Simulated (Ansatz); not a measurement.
**C2H5NSSi: up Jacob's ladder to CCSD(T)**

Aim: compute C2H5NSSi with functionals from several rungs and with coupled cluster. The yardstick is the atomisation energy at the CCSD(T) limit.

The runs use Ansatz 0.2.0, Gaussian basis; functionals in def2-TZVPP, the program's frozen cores in correlated methods.

Plan: PBE-D4, r2SCAN-D4, PBE0-D4, B3LYP-D4, ωB97X-V, ωB97M-V, B2PLYP; CCSD(T)/def2-TZVPP; MP2/def2-QZVPP; extrapolation to the limit.

## Step 1: The geometry

All runs share one geometry, relaxed beforehand with PBE0-D4 in a triple-zeta def2 set.

10 atoms, charge 0, spin multiplicity 1.

Atoms are counted from 1 here; the program's logs count them from 0.

Bond lengths: C1–Si2 1.853 Å, C1–H6 1.092 Å, C1–H7 1.092 Å, C1–H8 1.092 Å, Si2–S3 2.126 Å, Si2–C4 1.857 Å, Si2–H9 1.481 Å, S3–H10 1.344 Å, C4–N5 1.152 Å. Angles: Si2–C1–H6 110.3°, Si2–C1–H7 110.2°, Si2–C1–H8 110.6°, H6–C1–H7 108.6°, H6–C1–H8 108.7°, H7–C1–H8 108.4°, C1–Si2–S3 108.5°, C1–Si2–C4 108.7°, C1–Si2–H9 113.5°, S3–Si2–C4 109.5°, S3–Si2–H9 111.5°, C4–Si2–H9 104.9°, Si2–S3–H10 94.6°, Si2–C4–N5 179.8°.

## Step 2: PBE-D4 (GGA)

in.yaml

```yaml
crystal:
  periodic: [false, false, false]
  atoms:
    - {symbol: C, position_ang: [-1.045937, -1.069003, 0.163367]}
    - {symbol: Si, position_ang: [0.329007, 0.165112, 0.304949]}
    - {symbol: S, position_ang: [2.039812, -0.612240, -0.688836]}
    - {symbol: C, position_ang: [-0.200307, 1.743240, -0.517592]}
    - {symbol: N, position_ang: [-0.529058, 2.724370, -1.024562]}
    - {symbol: H, position_ang: [-0.774408, -1.997931, 0.669213]}
    - {symbol: H, position_ang: [-1.954541, -0.674405, 0.623147]}
    - {symbol: H, position_ang: [-1.258199, -1.290115, -0.884507]}
    - {symbol: H, position_ang: [0.638268, 0.547480, 1.701469]}
    - {symbol: H, position_ang: [2.838263, 0.412393, -0.343846]}
basis:
  gaussian: {orbitals: def2-TZVPP}
hamiltonian: {xc: pbe, dispersion: d4}
output: {forces: true, orbitals: {seedname: orbitals}}
```

Started as:

```console
ansatz run in.yaml --threads 4 --pin off --events-out ev --progress --plain --max-ram 10444MiB
```

After this run come: r2SCAN-D4 (meta-GGA); PBE0-D4 (hybrid); B3LYP-D4 (hybrid); ωB97X-V (range-separated); ωB97M-V (range-separated); B2PLYP (double hybrid); CCSD(T) in def2-TZVPP; MP2 in def2-QZVPP.

Before running them: what should the planned runs give, taken together? Wanted: atomisation energy, CCSD(T)/CBS; farthest; mean size of error, hybrid; mean size of error, range-separated; gap, smallest and largest; T1 diagnostic; triples share of the correlation energy.

The runs gave:

```
                               quantity                                 value
        atomisation energy, CCSD(T)/CBS                         3853.0 kJ/mol
 functionals within 19.3 kJ/mol (0.5 %)          r2SCAN-D4, PBE0-D4, B3LYP-D4
                               farthest                 PBE-D4 (+86.7 kJ/mol)
             mean size of error, hybrid                            2.9 kJ/mol
    mean size of error, range-separated                           22.4 kJ/mol
              gap, smallest and largest  5.02 eV (PBE-D4), 11.76 eV (ωB97X-V)
                          T1 diagnostic                                0.0121
triples share of the correlation energy                                 4.5 %
```

**Reading.** PBE-D4 misses by +86.7 kJ/mol. Double hybrids carry the basis error of their MP2 part in triple zeta, and no dispersion term here, so their miss is partly the set-up's. The reference freezes the cores and leaves out relativity and excitations past (T), so misses under about 19.3 kJ/mol can't be ranked. Hartree-Fock recovers 71 % of the binding; the rest is correlation. The gap grows from 5.0 to 11.8 eV across the functionals, mostly with the share of exact exchange.
